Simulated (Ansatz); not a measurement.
# Lu2ReP: the cost of one run

Computed with Ansatz 0.2.0 (DFT PBE, scalar-relativistic, plane waves, PAW, unless a step's input says otherwise).

## (1) The system as given

Symmetry: P-6m2, No. 187, hexagonal system. Conventional cell: a = 3.945 Å, b = 3.945 Å, c = 7.228 Å, α = 90.00°, β = 90.00°, γ = 120.00°. Lu (site symmetry -6m2) has 2 Re at 3.61 Å and 6 Lu at 3.94 Å as nearest neighbours. Lu (site symmetry -6m2) is surrounded by 3 Re at 2.28 Å and 3 P at 2.28 Å. Around Re (site symmetry -6m2) lie 3 P at 2.28 Å and 3 Lu at 2.28 Å. Around P (site symmetry -6m2) lie 3 Re at 2.28 Å and 3 Lu at 2.28 Å.

As a file:

```xyz
4
Lattice="3.9446 0.0000 0.0000 -1.9723 3.4161 0.0000 0.0000 0.0000 7.2279" Properties=species:S:1:pos:R:3 pbc="T T T"
Lu    0.0000    2.2774    3.6139
Lu    1.9723    1.1387    0.0000
Re    0.0000    2.2774    0.0000
P     0.0000    0.0000    0.0000
```

A structure generator made this guess: random cell by space group and Wyckoff sites (P-6m2, No. 187). The dimensions are guesses.

## (2) A first look at the guess

input.yaml reads:

```yaml
crystal:
  lattice:
    - [3.9445917, 0.0, 0.0]
    - [-1.97229585, 3.41611662, 0.0]
    - [0.0, 0.0, 7.2278941]
  atoms:
    - { symbol: Lu, position: [0.33333333, 0.66666667, 0.5] }
    - { symbol: Lu, position: [0.66666667, 0.33333333, 0.0] }
    - { symbol: Re, position: [0.33333333, 0.66666667, 0.0] }
    - { symbol: P, position: [0.0, 0.0, 0.0] }
basis:
  ecutwfc: 420
kpoints:
  mp_grid: { grid: [6, 6, 4] }
hamiltonian:
  xc: pbe
scf:
  occupations: { method: gaussian, width: 0.1 }
  lower_state_search: "off"
output:
  forces: true
  stress: true
  eigenvalues: true
```

Run with:

```
$ ansatz run input.yaml --threads 1 --pin off --max-ram 2560MiB --backend cpu --events-out ev --progress --plain --runs-dir out
```

**Question.** How long does this run take on 1 thread of Arm Neoverse V2, shared host, and how much memory does it need?

About 8.6 s, with a peak of 0.36 GiB.
